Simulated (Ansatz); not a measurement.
**C₂H₄O₃Ti: basis-set convergence**

The task here is to estimate one member of a computed series from the others.

Computed with Ansatz 0.2.0, Gaussian basis. Level: one geometry, several basis sets.

The runs, in order: PBE0-D4/def2-SVP; ωB97M-V/def2-SVP; PBE0-D4/def2-QZVPP; ωB97M-V/def2-QZVPP; the functionals' def2-TZVPP values are taken from earlier runs.

## The relaxed structure

All runs share one geometry, relaxed beforehand with PBE0-D4 in a triple-zeta def2 set.

SMILES `C#[C][Ti]([OH])([OH])[OH]`, 10 atoms, charge 0, spin multiplicity 1.

Atoms are counted from 1 here; the program's logs count them from 0.

Bond lengths: C1–C2 1.214 Å, C1–H7 1.067 Å, C2–Ti3 2.048 Å, Ti3–O4 1.783 Å, Ti3–O5 1.777 Å, Ti3–O6 1.788 Å, O4–H8 0.958 Å, O5–H9 0.956 Å, O6–H10 0.959 Å. Angles: C2–C1–H7 179.7°, C1–C2–Ti3 179.7°, C2–Ti3–O4 106.4°, C2–Ti3–O5 105.8°, C2–Ti3–O6 109.3°, O4–Ti3–O5 114.0°, O4–Ti3–O6 109.6°, O5–Ti3–O6 111.4°, Ti3–O4–H8 134.7°, Ti3–O5–H9 143.1°, Ti3–O6–H10 130.0°.

The first run:

Input file in.yaml:

```yaml
crystal:
  periodic: [false, false, false]
  atoms:
    - {symbol: C, position_ang: [1.338719, -1.734457, -1.500814]}
    - {symbol: C, position_ang: [0.780825, -0.917685, -0.796731]}
    - {symbol: Ti, position_ang: [-0.165843, 0.453411, 0.394517]}
    - {symbol: O, position_ang: [-0.365243, -0.317659, 1.989310]}
    - {symbol: O, position_ang: [-1.697822, 0.828500, -0.423071]}
    - {symbol: O, position_ang: [0.861749, 1.907463, 0.556049]}
    - {symbol: H, position_ang: [1.833077, -2.449663, -2.118745]}
    - {symbol: H, position_ang: [-0.731487, -1.147869, 2.295642]}
    - {symbol: H, position_ang: [-2.625713, 0.600351, -0.450187]}
    - {symbol: H, position_ang: [0.854737, 2.726310, 0.057029]}
basis:
  gaussian: {orbitals: def2-SVP}
hamiltonian: {xc: pbe0, dispersion: d4}
output: {orbitals: {seedname: orbitals}}
```

On the command line:

```bash
$ ansatz run in.yaml --threads 4 --pin off --events-out ev --progress --plain --max-ram 11315MiB
```

Among the steps run: PBE0-D4 in def2-SVP; ωB97M-V in def2-SVP; PBE0-D4 in def2-QZVPP; ωB97M-V in def2-QZVPP.

One of the session's tables, all rows but one given; the rest of the session is left out.

It belongs to the step «Functionals by basis». 

| functional | basis | HOMO (eV) | LUMO (eV) |
| --- | --- | --- | --- |
| PBE0-D4 | def2-SVP | -7.61 | -1.71 |
| PBE0-D4 | def2-TZVPP | -7.78 | -1.88 |
| PBE0-D4 | def2-QZVPP | -7.80 | -1.91 |
| ωB97M-V | def2-SVP | -9.82 | 0.54 |
| ωB97M-V | def2-TZVPP | ? | ? |
| ωB97M-V | def2-QZVPP | -10.04 | 0.25 |

Estimate the missing values for ωB97M-V, def2-TZVPP.

**Answer.** HOMO (eV): -10.02; LUMO (eV): 0.32. In the column «HOMO (eV)» it lies between ωB97M-V, def2-QZVPP (-10.04) and ωB97M-V, def2-SVP (-9.82).
